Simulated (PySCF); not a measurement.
**SnNI: structure of the singlet**

The task is one start of a wider search on SnNI: the singlet, from a bent start. It is relaxed, tested by its Hessian and followed downhill if it is a saddle.

Computed with PySCF 2.14.0. Level: PBE0, basis Sn def2-TZVP with ECP28, N def2-TZVP, I def2-TZVP with ECP28, scalar-relativistic core potentials, no spin–orbit coupling, density fitting.

## 1. The starting structure

3 atoms, charge 0, spin multiplicity 1.

Bond lengths: Sn1–N2 1.900 Å, Sn1–I3 2.730 Å. Angles: N2–Sn1–I3 110.0°.

Z-matrix (Å, degrees; charge 0 multiplicity 1):
```
Sn
N  1 1.9000
I  1 2.7300 2 110.00
```

## 2. First SCF at the start

One driver script runs all steps and calls PySCF; scf.py shows how it sets up the SCF of each step. The optimiser is the driver's own. After this first run the driver tries any further starts and a stability analysis.

Input file scf.py:

```python
from pyscf import gto, scf, dft
mol = gto.M(atom='''
Sn     0.000000     0.000000     0.000000
N     -1.556400     0.000000     1.089800
I      2.236300     0.000000     1.565900''',
    basis={'Sn': 'def2-TZVP', 'N': 'def2-TZVP', 'I': 'def2-TZVP'},
    ecp={'Sn': 'def2-TZVP', 'I': 'def2-TZVP'},
    charge=0, spin=0)
mf = dft.RKS(mol, xc='PBE0')
mf.grids.atom_grid = (50, 194)
aux = {'Sn': 'def2-universal-JKFIT', 'N': 'def2-universal-JKFIT', 'I': 'def2-universal-JKFIT'}
mf = mf.density_fit(auxbasis=aux)
mf.conv_tol = 1e-08
mf.diis_space = 10
mf.max_cycle = 60
mf.init_guess = 'minao'
mf.verbose = 4
mf.kernel()
```

Command:

```console
> OMP_NUM_THREADS=2 python axn.py task.json out
```

Log, shortened:

```text
[... the frontier levels of the middle cycles are left out ...]
init E= -487.23103841153
  HOMO = -0.935117659967939  LUMO = -0.903398354893906  gap/eV = 0.86313
cycle= 1 E= -560.819573186154  delta_E= -73.6  |g|= 4.95  |ddm|= 36.3
  HOMO = -0.138416317214143  LUMO = -0.000839074647942084  gap/eV = 3.74367
cycle= 2 E= -531.710041758842  delta_E= 29.1  |g|= 11.8  |ddm|= 15.8
  HOMO = -0.210153915976376  LUMO = -0.120895805871946  gap/eV = 2.42884
cycle= 3 E= -564.827942445218  delta_E= -33.1  |g|= 2.87  |ddm|= 10.9
cycle= 4 E= -565.907357881993  delta_E= -1.08  |g|= 1.59  |ddm|= 3.38
cycle= 5 E= -565.92736859967  delta_E= -0.02  |g|= 1.56  |ddm|= 2.66
cycle= 6 E= -566.535343068035  delta_E= -0.608  |g|= 0.587  |ddm|= 1.97
cycle= 7 E= -566.627186140402  delta_E= -0.0918  |g|= 0.142  |ddm|= 0.747
cycle= 8 E= -566.629895386643  delta_E= -0.00271  |g|= 0.0893  |ddm|= 0.217
cycle= 9 E= -566.632024819017  delta_E= -0.00213  |g|= 0.0179  |ddm|= 0.0686
cycle= 10 E= -566.632060377357  delta_E= -3.56e-05  |g|= 0.0137  |ddm|= 0.0257
cycle= 11 E= -566.632108164515  delta_E= -4.78e-05  |g|= 0.00558  |ddm|= 0.00927
cycle= 12 E= -566.63211755006  delta_E= -9.39e-06  |g|= 0.000672  |ddm|= 0.00539
cycle= 13 E= -566.632117739724  delta_E= -1.9e-07  |g|= 0.000208  |ddm|= 0.00129
cycle= 14 E= -566.632117769538  delta_E= -2.98e-08  |g|= 0.000214  |ddm|= 0.000626
cycle= 15 E= -566.632117796648  delta_E= -2.71e-08  |g|= 6.04e-05  |ddm|= 0.000644
cycle= 16 E= -566.632117799942  delta_E= -3.29e-09  |g|= 1.84e-05  |ddm|= 0.00034
  HOMO = -0.268256764655715  LUMO = -0.180536529461639  gap/eV = 2.38699
Extra cycle  E= -566.632117798991  delta_E= 9.51e-10  |g|= 6.11e-05  |ddm|= 7.22e-05
converged SCF energy = -566.632117798991
```

This step, with its further starts and checks, took 8.5 s on 2 threads of Arm Neoverse V2, shared host.

No lower closed-shell solution turned up in the test of internal stability.

## 3. Relaxation: bent start, singlet

The program finds Cs symmetry in the start, which this walk keeps. Threshold on the gradient: 0.0003 Eh/bohr, with a further test on the energy change.

scf.py, as its differences from that of step 2:

```diff
@@ -3,3 +3,3 @@
-Sn     0.000000     0.000000     0.000000
-N     -1.556400     0.000000     1.089800
-I      2.236300     0.000000     1.565900''',
+Sn    -1.004572     0.000000    -0.820446
+N     -2.560972     0.000000     0.269354
+I      1.231728     0.000000     0.745454''',
@@ -16 +15,0 @@
-mf.init_guess = 'minao'
```

Steps of the walk:

| step | energy (Eh) | change (kJ/mol) | largest symmetric gradient (Eh/bohr) |
| --- | --- | --- | --- |
| 0 | -566.632118 | 0.00 | 0.01011 |
| 1 | -566.634384 | -5.95 | 0.01304 |
| 2 | -566.637140 | -13.19 | 0.05086 |
| 3 | -566.639999 | -20.69 | 0.02356 |
| 4 | -566.642832 | -28.13 | 0.00763 |
| 5 | -566.646399 | -37.49 | 0.00800 |
| 6 | -566.647385 | -40.08 | 0.03222 |
| 7 | -566.649190 | -44.82 | 0.00426 |
| 8 | -566.649753 | -46.30 | 0.00232 |
| 9 | -566.649979 | -46.89 | 0.00406 |
| 10 | -566.650007 | -46.97 | 0.00049 |
| 11 | -566.650010 | -46.97 | 0.00011 |

The walk took 38 s.

Geometry (Å) and forces (eV/Å) at some steps:

```
step 0
Sn  -1.005   0.000  -0.820   0.521   0.000   0.506
N   -2.561   0.000   0.269  -0.372   0.000  -0.132
I    1.232   0.000   0.745  -0.149   0.000  -0.374
step 1
Sn  -0.986   0.000  -0.762  -0.084   0.000   0.670
N   -2.615   0.000   0.235   0.088   0.000  -0.411
I    1.267   0.000   0.721  -0.004   0.000  -0.259
step 6
Sn  -1.032   0.000  -0.091  -1.190   0.000   0.084
N   -2.909   0.000  -0.198   1.656   0.000   0.055
I    1.607   0.000   0.483  -0.467   0.000  -0.139
step 11
Sn  -1.046   0.000   0.009  -0.006   0.000  -0.001
N   -2.850   0.000  -0.250   0.004   0.000  -0.006
I    1.562   0.000   0.435   0.002   0.000   0.006
```

After 11 steps and 47.0 kJ/mol it ends at C∞v: Sn–I 2.642 Å, Sn–N 1.823 Å; I–Sn–N 178.8°.

## 4. Vibrations and properties at this point

On the finer grid the gradient is checked again; gradients at displacements of ±0.02 bohr then give force constants and infrared intensities.

scf.py, as its differences from that of step 3:

```diff
@@ -3,3 +3,3 @@
-Sn    -1.004572     0.000000    -0.820446
-N     -2.560972     0.000000     0.269354
-I      1.231728     0.000000     0.745454''',
+Sn    -1.173953     0.000000    -0.182151
+N     -2.974778     0.000000    -0.461568
+I      1.437521     0.000000     0.223047''',
@@ -10 +10 @@
-mf.grids.atom_grid = (50, 194)
+mf.grids.atom_grid = (75, 302)
@@ -13 +13 @@
-mf.conv_tol = 1e-08
+mf.conv_tol = 1e-10
```

The driver hands on the density of the step before, so the log starts near convergence.

SCF at the final geometry:

```text
init E= -566.649954172714
  HOMO = -0.262366527761103  LUMO = -0.131597347476742  gap/eV = 3.55841
cycle= 1 E= -566.649954171658  delta_E= 1.06e-09  |g|= 6.55e-05  |ddm|= 6.19e-05
  HOMO = -0.26234648711023  LUMO = -0.131590003999845  gap/eV = 3.55807
cycle= 2 E= -566.649954145053  delta_E= 2.66e-08  |g|= 0.00033  |ddm|= 0.000311
  HOMO = -0.262362703624166  LUMO = -0.131595947531448  gap/eV = 3.55834
cycle= 3 E= -566.649954172754  delta_E= -2.77e-08  |g|= 5.42e-06  |ddm|= 0.000259
  HOMO = -0.262363024676744  LUMO = -0.131596071897498  gap/eV = 3.55835
cycle= 4 E= -566.649954172762  delta_E= -7.84e-12  |g|= 2.84e-07  |ddm|= 6.57e-06
  HOMO = -0.262363019407702  LUMO = -0.13159605581793  gap/eV = 3.55835
Extra cycle  E= -566.649954172762  delta_E= 1.14e-13  |g|= 3.29e-07  |ddm|= 5.25e-07
converged SCF energy = -566.649954172762
```

The whole step took 39 s.

Geometry: C∞v; Sn–I 2.643 Å, Sn–N 1.822 Å; I–Sn–N 180.0°.

Modes, for the most abundant isotopes:

| symmetry | ω (cm⁻¹) | IR (km/mol) | μ (u) | type |
| --- | --- | --- | --- | --- |
| π | 85 | 23.2 | 18.58 | bend |
| σ+ | 203 | 11.3 | 84.28 | stretch |
| σ+ | 877 | 14.3 | 15.56 | stretch |

Every mode is real; the point is a minimum.

Properties at this point:

* Dipole moment: 4.13 D
* Highest occupied level: -7.14 eV
* Lowest empty level: -3.58 eV
* Rotational constants: 0.02985 cm⁻¹
* Zero-point energy: 7.5 kJ/mol
* Principal polarisabilities: 56.0, 56.0, 134.1 bohr³
* Atomisation energy without zero-point energy: 405 kJ/mol
* Principal traceless quadrupole moments about the centre of mass: -14.35, 7.17, 7.17 D Å
* Entropy at 298.15 K and 1 bar: 301.1 J/(mol K)
* Heat capacity Cp at 298.15 K: 55.4 J/(mol K)
* Enthalpy at 298.15 K above 0 K: 14.30 kJ/mol
* Rotational symmetry number: 1

Charges (e) and bond orders:

| atom | Mulliken | Löwdin | polar tensor | Mayer order to Sn1 |
| --- | --- | --- | --- | --- |
| Sn1 | 0.62 | 0.24 | 0.65 | – |
| N2 | -0.50 | -0.40 | -0.38 | 2.66 |
| I3 | -0.12 | 0.15 | -0.27 | 1.04 |

Mulliken populations on Sn1 (outside its core potential): s 3.37, p 7.78, d 10.17, f 0.06.

## 5. Summary of results

| quantity | value |
| --- | --- |
| minimum | singlet, C∞v |
| geometry | Sn–I 2.643 Å, Sn–N 1.822 Å; I–Sn–N 180.0° |
| wavenumbers (cm⁻¹) | 85 (π), 203 (σ+), 877 (σ+) |
| dipole moment | 4.13 D |
| highest occupied, lowest empty level | -7.14, -3.58 eV |
| polar-tensor charge of Sn1 | +0.65 e |
| zero-point energy | 7.5 kJ/mol |
| entropy at 298.15 K | 301.1 J/(mol K) |
| atomisation energy (no zero-point energy) | 405 kJ/mol |

**Reading.** The bent start (Cs) ends in a minimum of C∞v symmetry. In the infrared the band at 85 cm⁻¹ (π, bend) leads. Other starts or spin states, not run here, may lie lower. Spin–orbit coupling is left out.

The search up to here took 85 s.
